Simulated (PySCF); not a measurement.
**[WCl5]+: from HF to coupled cluster**

Aim: at the PBE0 minimum of singlet [WCl5]+, found before, compare methods on energies and levels.

Computed with PySCF 2.14.0. Level: several methods, basis W def2-SVP with ECP60, Cl def2-SVP, scalar-relativistic core potentials, no spin–orbit coupling, density fitting.

## 1. Where the work starts

6 atoms, charge 1, spin multiplicity 1.

Bond lengths: W1–Cl2 2.257 Å, W1–Cl3 2.257 Å, W1–Cl4 2.217 Å, W1–Cl5 2.217 Å, W1–Cl6 2.217 Å. Angles: Cl2–W1–Cl3 180.0°, Cl2–W1–Cl4 90.0°, Cl2–W1–Cl5 90.0°, Cl2–W1–Cl6 90.0°, Cl3–W1–Cl4 90.0°, Cl3–W1–Cl5 90.0°, Cl3–W1–Cl6 90.0°, Cl4–W1–Cl5 120.0°, Cl4–W1–Cl6 120.0°, Cl5–W1–Cl6 120.0°.

```xyz
6
charge 1 multiplicity 1
W     0.0000    0.0000    0.0000
Cl    0.0000    0.0000    2.2575
Cl    0.0000    0.0000   -2.2575
Cl    2.2168    0.0000    0.0000
Cl   -1.1084    1.9198    0.0000
Cl   -1.1084   -1.9198    0.0000
```

## 2. PBE0

One driver script runs all steps and calls PySCF; scf.py shows the equivalent input of each level. Each SCF starts from the density of the minimum. The driver also runs the species with one electron less or more at the same geometry (one less: multiplicity 2, one more: multiplicity 2); their logs are not shown.

Input file scf.py:

```python
from pyscf import gto, scf, dft
mol = gto.M(atom='''
W     -0.000000    -0.000000    -0.000000
Cl     0.000000     0.000000     2.257491
Cl    -0.000000    -0.000000    -2.257491
Cl     2.216796     0.000021    -0.000000
Cl    -1.108416     1.919791    -0.000000
Cl    -1.108380    -1.919812     0.000000''',
    basis={'W': 'def2-SVP', 'Cl': 'def2-SVP'},
    ecp={'W': 'def2-SVP'},
    charge=1, spin=0)
mf = dft.RKS(mol, xc='PBE0')
mf.grids.atom_grid = (75, 302)
aux = {'W': 'def2-universal-JKFIT', 'Cl': 'def2-universal-JKFIT'}
mf = mf.density_fit(auxbasis=aux)
mf.kernel()
```

## 3. HF

scf.py: that of step 2 with these lines changed.

```diff
@@ -12,2 +12 @@
-mf = dft.RKS(mol, xc='PBE0')
-mf.grids.atom_grid = (75, 302)
+mf = scf.RHF(mol)
```

## 4. PBE

scf.py: that of step 3 with these lines changed.

```diff
@@ -12 +12,2 @@
-mf = scf.RHF(mol)
+mf = dft.RKS(mol, xc='PBE')
+mf.grids.atom_grid = (75, 302)
```

## 5. CCSD(T)

scf.py: that of step 4 with these lines changed.

```diff
@@ -12,2 +12 @@
-mf = dft.RKS(mol, xc='PBE')
-mf.grids.atom_grid = (75, 302)
+mf = scf.RHF(mol)
@@ -16,0 +16,3 @@
+from pyscf import cc
+mycc = cc.CCSD(mf, frozen=25).run()
+mycc.ccsd_t()
```

(Steps that only read results are left out.)

**Question.** What will these runs give? Wanted: vertical ionisation energy, range; vertical electron affinity, range; orbital gap, range; T1, D1.

As calculated:

| quantity | value |
| --- | --- |
| vertical ionisation energy, range | 15.76 (PBE) to 16.86 (HF) eV |
| vertical electron affinity, range | 7.88 (PBE) to 9.54 (HF) eV |
| orbital gap, range | 2.42 (PBE) to 10.23 (HF) eV |
| T1, D1 | 0.023, 0.095 |

In words: The vertical ionisation energy spreads over 1.09 eV, from PBE to HF; without a CCSD(T) value for it there is no yardstick here. With an element this heavy the missing spin–orbit coupling can shift these numbers.
